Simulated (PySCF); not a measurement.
# H3HoO3 (Ho(OH)3): the cost of one run

Method: several levels, as the steps say, no spin–orbit coupling; program: PySCF 2.14.0.

5 further runs of the same task are left out: 2 for a known fault of the program, 2 that didn't finish, 1 set aside as unsound or not needed.

## (1) Where the work starts

7 atoms, charge 0, spin multiplicity 1.

Bond lengths: Ho1–O2 2.045 Å, Ho1–O4 2.045 Å, Ho1–O6 2.045 Å, O2–H3 0.965 Å, O4–H5 0.965 Å, O6–H7 0.965 Å. Angles: O2–Ho1–O4 120.0°, O2–Ho1–O6 120.0°, O4–Ho1–O6 120.0°, Ho1–O2–H3 179.4°, Ho1–O4–H5 179.4°, Ho1–O6–H7 179.4°.

Geometry (Å):

```mol
H3HoO3
  3D, bonds by distance, orders not assigned

  7  6  0  0  0  0  0  0  0  0999 V2000
   -0.0000   -0.0000    0.1126 Ho  0  0
    2.0444    0.0000    0.1389 O   0  0
    3.0089    0.0000    0.1621 H   0  0
   -1.0222    1.7705    0.1389 O   0  0
   -1.5045    2.6058    0.1621 H   0  0
   -1.0222   -1.7705    0.1389 O   0  0
   -1.5045   -2.6058    0.1621 H   0  0
  1  2  8  0
  1  4  8  0
  1  6  8  0
  2  3  8  0
  4  5  8  0
  6  7  8  0
M  END
```

Formal oxidation states: Ho +3. Each metal's 10 4f electrons lie in its core potential, so multiplicities, spins and levels count the valence alone. An earlier session relaxed this geometry at TPSS, Ho lcecp-1-SVP with ECP56, O def2-SVP, H def2-SVP (singlet, point group C3v).

At TPSS on the finer grid: E = -265.170492 Eh, HOMO -6.00 eV, LUMO -1.77 eV, Mulliken charge on Ho1 +0.96 e, largest force component 0.017 eV/Å. 

Levels to run: PBE; B3LYP; revPBE; PBE0; TPSS, TZVP. Hardware: 2 threads of Arm Neoverse V1, shared host.

## (2) PBE

The input, run.py (the lines that set the calculation):

```python
mol = gto.M(atom='''
Ho     0.00000     0.00000     0.11257
O      2.04437     0.00001     0.13890
H      3.00893     0.00001     0.16214
O     -1.02219     1.77047     0.13890
H     -1.50448     2.60580     0.16214
O     -1.02218    -1.77048     0.13890
H     -1.50445    -2.60581     0.16214''',
    basis={'Ho': 'lcecp-1-SVP', 'O': 'def2-SVP', 'H': 'def2-SVP'},
    ecp={'Ho': 'lcecp-1-SVP'},
    charge=0, spin=0)
mf = dft.RKS(mol, xc='PBE')
mf.grids.atom_grid = (75, 302)  # f atoms: unpruned, at least (60, 302)
mf = mf.density_fit()  # fitting sets: Ho AutoAux, O def2-universal-JKFIT, H def2-universal-JKFIT
mf.conv_tol = 1e-08; mf.max_cycle = 55
mf.kernel(dm0)  # dm0: the density of the relaxed state
```

Started as:

```
$ OMP_NUM_THREADS=2 python run.py
```

**Question.** How long does this run take on 2 threads of Arm Neoverse V1, shared host?

About 5.3 s.
